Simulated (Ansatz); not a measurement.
# SrSnSe: the cost of one run

Program: Ansatz 0.2.0. Level of theory: DFT PBE, scalar-relativistic, plane waves, PAW. These are calculated values, not measurements.

### Step 1. Starting point

It takes space group P6_3/mmc (No. 194, hexagonal). Conventional cell: a = 4.471 Å, b = 4.471 Å, c = 5.381 Å, α = 90.00°, β = 90.00°, γ = 120.00°. Sr (site symmetry -3m) is surrounded by 2 Sr at 2.69 Å and 6 Sn at 2.91 Å and 6 Se at 2.91 Å. Around Sn (site symmetry -6m2) lie 5 Se at 2.58 to 2.69 Å and 6 Sr at 2.91 Å. Se (site symmetry -6m2) has 5 Sn at 2.58 to 2.69 Å and 6 Sr at 2.91 Å as nearest neighbours.

Structure file:

```cif
data_structure
_symmetry_space_group_name_H-M 'P6_3/mmc'
_symmetry_Int_Tables_number 194
_cell_length_a 4.4712
_cell_length_b 4.4712
_cell_length_c 5.3814
_cell_angle_alpha 90.000
_cell_angle_beta 90.000
_cell_angle_gamma 120.000
_cell_volume 93.17
loop_
_atom_site_label
_atom_site_type_symbol
_atom_site_symmetry_multiplicity
_atom_site_Wyckoff_symbol
_atom_site_fract_x
_atom_site_fract_y
_atom_site_fract_z
_atom_site_occupancy
Sr1 Sr 2 a 0.00000 0.00000 0.00000 1
Sn1 Sn 2 c 0.33333 0.66667 0.25000 1
Se1 Se 2 d 0.66667 0.33333 0.25000 1
```

The cell is invented: 5-connected net, two elements alternating, guests in its cages (P6_3/mmc, No. 194). Lengths come from tabulated atomic sizes and are only a guess.

### Step 2. Probe: one point on a coarse mesh

File input.yaml:

```yaml
crystal:
  lattice:
    - [4.47121884, 0.0, 0.0]
    - [-2.23560942, 3.87218911, 0.0]
    - [0.0, 0.0, 5.38142679]
  atoms:
    - { symbol: Sr, position: [0.0, 0.0, 0.0] }
    - { symbol: Sr, position: [0.0, 0.0, 0.5] }
    - { symbol: Sn, position: [0.33333333, 0.66666667, 0.25] }
    - { symbol: Sn, position: [0.66666667, 0.33333333, 0.75] }
    - { symbol: Se, position: [0.66666667, 0.33333333, 0.25] }
    - { symbol: Se, position: [0.33333333, 0.66666667, 0.75] }
basis:
  ecutwfc: 420
kpoints:
  mp_grid: { grid: [6, 6, 4] }
hamiltonian:
  xc: pbe
scf:
  occupations: { method: gaussian, width: 0.1 }
  lower_state_search: "off"
output:
  forces: true
  stress: true
  eigenvalues: true
```

The run is started by

```console
> ansatz run input.yaml --threads 1 --pin off --max-ram 2560MiB --backend cpu --events-out ev --progress --plain --runs-dir out
```

**Question.** How long does this run take on 1 thread of Arm Neoverse V1, shared host, and how much memory does it need?

About 6.4 s, with a peak of 0.39 GiB.
